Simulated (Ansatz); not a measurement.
# YSe2 (CdCl2 type): other levels of theory at one geometry

How much do the gap and the pressure of YSe2 (CdCl2 type) depend on the functional and spin–orbit coupling? This structure was made by substitution into a known type, so it needn't be the compound's stable form.

Program: Ansatz 0.2.0. Level of theory: DFT at several levels, plane waves, PAW. These are calculated values, not measurements.

1 further run of the same task is left out (it didn't finish). Runs told in other sessions of the task aren't counted.

## Step 1: The starting structure

The structure is trigonal, space group R-3m (No. 166). The conventional cell has a = 4.340 Å, b = 4.340 Å, c = 15.628 Å, α = 90.00°, β = 90.00°, γ = 120.00°. Around Y (site symmetry -3m) lie 6 Se at 2.86 Å. Se (site symmetry 3m) is surrounded by 3 Y at 2.86 Å.

Structure file:

```cif
data_structure
_symmetry_space_group_name_H-M 'R-3m:H'
_symmetry_Int_Tables_number 166
_cell_length_a 4.3401
_cell_length_b 4.3401
_cell_length_c 15.6277
_cell_angle_alpha 90.000
_cell_angle_beta 90.000
_cell_angle_gamma 120.000
_cell_volume 254.93
loop_
_atom_site_label
_atom_site_type_symbol
_atom_site_symmetry_multiplicity
_atom_site_Wyckoff_symbol
_atom_site_fract_x
_atom_site_fract_y
_atom_site_fract_z
_atom_site_occupancy
Y1 Y 3 a 0.00000 0.00000 0.00000 1
Se1 Se 6 c 0.33333 0.66667 0.91125 1
```

This cell comes from an earlier session at PBE: 28.326 Å³/atom at 0.00 GPa, on a 10×10×10 mesh, metallic.

Levels to run: PBE+SOC; r²SCAN; PBEsol; LDA; HSE06. Hardware: 2 threads of Arm Neoverse V1, shared host.

## Step 2: PBE+SOC

The input, input.yaml:

```yaml
crystal:
  lattice:
    - [2.1700469514, 1.2528771915, 5.2092494223]
    - [-2.1700469514, 1.2528771915, 5.2092494223]
    - [0.0, -2.5057543831, 5.2092494223]
  atoms:
    - { symbol: "Y", position: [0.0, 0.0, 0.0] }
    - { symbol: Se, position: [0.2445848164, 0.2445848164, 0.2445848164] }
    - { symbol: Se, position: [0.7554151836, 0.7554151836, 0.7554151836] }
basis:
  ecutwfc: 420
  ecutrho_ratio: 4
kpoints:
  mp_grid: { grid: [10, 10, 10] }
hamiltonian:
  xc: pbe
scf:
  occupations: { method: gaussian, width: 0.05 }
output:
  forces: true
  stress: true
  eigenvalues: true
  populations: true
  dos: { projected: true, de: 0.02 }
  write_density: true
  write_potential: true
  elf: true
  volumetric_format: npy
magnetization:
  noncollinear: true
  spin_orbit: true
```

On the command line:

```bash
$ ansatz run input.yaml --threads 2 --pin off --max-ram 2662MiB --backend cpu --events-out ev --progress --plain --runs-dir out
```

Further steps of the session: r²SCAN; PBEsol; LDA; HSE06.

**Question.** What will these runs give? Wanted: for each run, pressure.

**Answer**, as computed:

| level | mesh | gap on the mesh (eV) | pressure (GPa) | time |
| --- | --- | --- | --- | --- |
| PBE | 10×10×10 | metal | 0.0 | 39 s* |
| LDA | 10×10×10 | metal | -4.2 | 8.2 s |
| PBEsol | 10×10×10 | metal | -2.5 | 8.2 s |
| PBE+SOC | 10×10×10 | metal | 0.0 | 77 s* |
| r²SCAN | 10×10×10 | metal | -0.4 | 23 s |
| HSE06 | 6×6×6 | metal | -0.8 | 1.9 min |

Times are on 2 threads of Arm Neoverse V1, shared host. * Includes bands or densities of states.

The pressure runs from -4.2 GPa (LDA) to 0.0 GPa (PBE+SOC); a negative pressure means that level wants a smaller cell, a positive one a larger cell. Every level gives a metal. Total energies of different levels have different zeros and can't be compared. Hybrids use a coarser mesh.
